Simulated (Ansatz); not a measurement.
# BFH2SeSi, SMILES FB1[SiH2][Se]1: a rigid scan of one bond length

Program: Ansatz 0.2.0, Python API.

`scan_bfh2sesi.py`
```python
import warnings

import ansatz as az
from ase import Atoms
import numpy as np

warnings.simplefilter('ignore', az.DeckWarning)

atoms = Atoms(['F', 'B', 'Si', 'Se', 'H', 'H'], positions=[
    [0.6386, -2.4307, 0.4558],
    [-0.1255, -1.1408, 0.2958],
    [0.0844, 0.8167, -0.0667],
    [-1.5823, -0.0863, -0.7311],
    [1.085, 1.1046, -1.1389],
    [-0.0582, 1.6724, 1.139],
])
molecule = az.Crystal.molecule_from_ase(atoms)

symbols = [site.symbol for site in molecule.cartesian_sites]
start = np.array([site.position_ang for site in molecule.cartesian_sites])
axis = (start[5] - start[2]) / np.linalg.norm(start[5] - start[2])
moving = [5]
lengths, energies = [1.26, 1.37, 1.49, 1.63, 1.86, 2.23, 2.67, 3.27], []
for length in lengths:
    xyz = start.copy()
    xyz[moving] += (length - np.linalg.norm(start[5] - start[2])) * axis
    point = az.Crystal.molecule()
    for symbol, place in zip(symbols, xyz):
        point = point.atom(symbol, place.tolist())
    setup = (
        point.calculation()
        .basis(gaussian='def2-SVP')
        .functional('cam_b3lyp')
        .spin('collinear')
    )
    r = setup.run(threads=1, pin='off').report
    energies.append(r['free_energy_ev'])
    print(f'r = {length:6.3f} A  E = {energies[-1]:.5f} eV  <S^2> = {abs(r["mean_field"]["state"]["spin_squared"]):.3f}')

print('energy above the lowest point (eV):', [round(e - min(energies), 3) for e in energies])
```

```console
$ python scan_bfh2sesi.py
r =  1.260 A  E = -76640.77700 eV  <S^2> = 0.000
r =  1.370 A  E = -76641.28400 eV  <S^2> = 0.000
r =  1.490 A  E = -76641.42629 eV  <S^2> = 0.000
r =  1.630 A  E = -76641.26993 eV  <S^2> = 0.000
r =  1.860 A  E = -76640.65337 eV  <S^2> = 0.000
r =  2.230 A  E = -76639.43100 eV  <S^2> = 0.000
r =  2.670 A  E = -76638.32283 eV  <S^2> = 0.482
r =  3.270 A  E = -76637.82892 eV  <S^2> = 0.888
energy above the lowest point (eV): [0.649, 0.142, 0.0, 0.156, 0.773, 1.995, 3.103, 3.597]
```

What to keep in mind:
- Total energies depend on the basis set; only differences at equal settings carry meaning.
- The rest of the molecule is held rigid at a force-field or estimated start geometry, and the basis set is modest; single-reference methods fail as a bond breaks.
- The expectation value of S² is noticeably off S(S+1) in at least one run, so that state is spin-contaminated.
- It ran for 62 s on 1 thread of Arm Neoverse V2, on a shared host, peak memory 0.4 GiB.
